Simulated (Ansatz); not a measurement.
**CaGe2Pd2: how the settings move a single-point run**

How sensitive is a single-point run of CaGe2Pd2 to its settings? A reference run comes first, then one run with altered input.

Program: Ansatz 0.2.0. Level of theory: reference: DFT, PBEsol, all-electron PAW with datasets made for the crystal, scalar-relativistic. These are calculated values, not measurements.

### Step 1. The starting structure

Symmetry: I4/mmm, No. 139, tetragonal system. The conventional cell has a = 4.309 Å, b = 4.309 Å, c = 10.112 Å, α = 90.00°, β = 90.00°, γ = 90.00°. Ca (site symmetry 4/mmm) has 8 Ge at 3.29 Å and 8 Pd at 3.32 Å as nearest neighbours. Ge (site symmetry 4mm) is surrounded by 1 Ge at 2.50 Å and 4 Pd at 2.50 Å. Around Pd (site symmetry -4m2) lie 4 Ge at 2.50 Å.

Structure file:

```
CELL_PARAMETERS angstrom
-2.15458 2.15458 5.05605
2.15458 -2.15458 5.05605
2.15458 2.15458 -5.05605
ATOMIC_POSITIONS crystal
Ca 0.00000 0.00000 0.00000
Ge 0.37621 0.37621 0.00000
Ge 0.62379 0.62379 0.00000
Pd 0.75000 0.25000 0.50000
Pd 0.25000 0.75000 0.50000
```

### Step 2. Baseline

input.yaml

```yaml
crystal:
  lattice:
    - [-2.1545804327, 2.1545804327, 5.0560525547]
    - [2.1545804327, -2.1545804327, 5.0560525547]
    - [2.1545804327, 2.1545804327, -5.0560525547]
  atoms:
    - { symbol: Ca, position: [0.0, 0.0, 0.0] }
    - { symbol: Ge, position: [0.3762142, 0.3762142, 0.0] }
    - { symbol: Ge, position: [0.6237858, 0.6237858, 0.0] }
    - { symbol: Pd, position: [0.75, 0.25, 0.5] }
    - { symbol: Pd, position: [0.25, 0.75, 0.5] }
kpoints:
  mp_grid: { grid: [11, 11, 11] }
  band_path:
    path:
      - [0.0, 0.0, 0.0]
      - [0.0, 0.0, 0.5]
      - [0.25, 0.25, 0.25]
      - [0.0, 0.5, 0.0]
      - [0.0, 0.0, 0.0]
      - [0.5, 0.5, -0.5]
      - [0.2953985804, 0.7046014196, -0.2953985804]
      - [-0.2953985804, 0.2953985804, 0.2953985804]
      - [0.0, 0.0, 0.0]
    npoints: 8
scf:
  occupations: { method: fermi_dirac, width: 0.05 }
hamiltonian:
  xc: pbesol
  pseudopotentials: { kind: all_electron, datasets: crystal }
output:
  forces: true
  stress: true
  eigenvalues: true
  efg: { contact_densities: true }
```

On the command line:

```bash
$ ansatz run input.yaml --threads 2 --pin off --max-ram 6144MiB --backend cpu --events-out ev --progress --plain --runs-dir out
```

### Step 3. Changed: scf.algorithm density_mixing

input.yaml: that of step 2 with these lines changed.

```diff
@@ -27,2 +27,3 @@
   occupations: { method: fermi_dirac, width: 0.05 }
+  algorithm: density_mixing
 hamiltonian:
```

What does the calculation give? Wanted: for each run, ending; energy change; pressure; gap; force.

**Answer**, as computed:

| run | ending | energy change | pressure (GPa) | gap (eV) | force (eV/Å) | cycles | time |
| --- | --- | --- | --- | --- | --- | --- | --- |
| reference | converged | 0 | -2.1 | 0.00 | 0.19 | 11 | 48 s |
| 1: scf.algorithm density_mixing | converged | 0.0 meV/atom | -2.1 | 0.00 | 0.19 | 11 | 45 s |

Residual by cycle in the longest SCF loop of each run; runs are numbered as in the table. The quantity is the density residual dr2, in eV.

| cycle | reference | run 1 |
| --- | --- | --- |
| 1 | 6.22 | 6.22 |
| 2 | 0.199 | 0.199 |
| 3 | 0.1 | 0.1 |
| 4 | 0.122 | 0.122 |
| 5 | 0.0073 | 0.0073 |
| 6 | 0.00457 | 0.00457 |
| 7 | 3.2e-4 | 3.2e-4 |
| 8 | 9.1e-5 | 9.1e-5 |
| 9 | 6.9e-6 | 6.9e-6 |
| 10 | 1.2e-6 | 1.2e-6 |
| 11 | 3.8e-8 | 3.8e-8 |

What this shows: Energy and cycle count are those of the reference, so the change (solver) left the result and the number of cycles as they were.
